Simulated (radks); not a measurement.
# Ti⁴⁺ in [Ar]: an all-electron calculation

One table from this session's results is given with a row withheld; the runs are named, their logs left out.

Program: radks (a radial shooting solver on a logarithmic mesh, Libxc functionals) version 1. Level of theory: non-relativistic Kohn-Sham, Wu-Cohen GGA, spin-unpolarised, spherical densities, point nucleus. These are calculated values, not measurements, unless marked.

### The atom as given

```
element       : titanium (Z = 22)
charge        : +4
electrons     : 18
configuration : [Ar]
```

The outer shells:

Ti⁴⁺
```
[Ne] core
3s [↑↓]
3p [↑↓][↑↓][↑↓]
```

Set-up of the first run:

Input:

```text
Z 22
configuration [Ar] 4s0 3d0 4p0 4f0
relativity non-relativistic
functional wc,pbe
spin unpolarised
nucleus point
```

Steps of the session up to this table: Self-consistent calculation.

One table of the session follows, with a row left open; its other results are not shown here.

It belongs to the step «Radial structure». Sizes of the orbitals, from the radial functions (bohr):

```
level      <r>  outermost maximum (interpolated)  90 % within  nodes
   1s  0.07021                            0.0462        0.125      0
   2s        ?                                 ?            ?      ?
   2p   0.2909                             0.221        0.478      0
   3s   0.9811                             0.863         1.46      2
   3p    1.028                             0.883         1.56      1
   3d    1.141                             0.875         1.85      0
   4s    2.398                              2.24         3.43      3
```

Q: Estimate the row for 2s from the others.

The run gave: <r>: 0.3278; outermost maximum (interpolated): 0.271; 90 % within: 0.509; nodes: 1. In the column «<r>» it lies between 2p (0.2909) and 3s (0.9811).
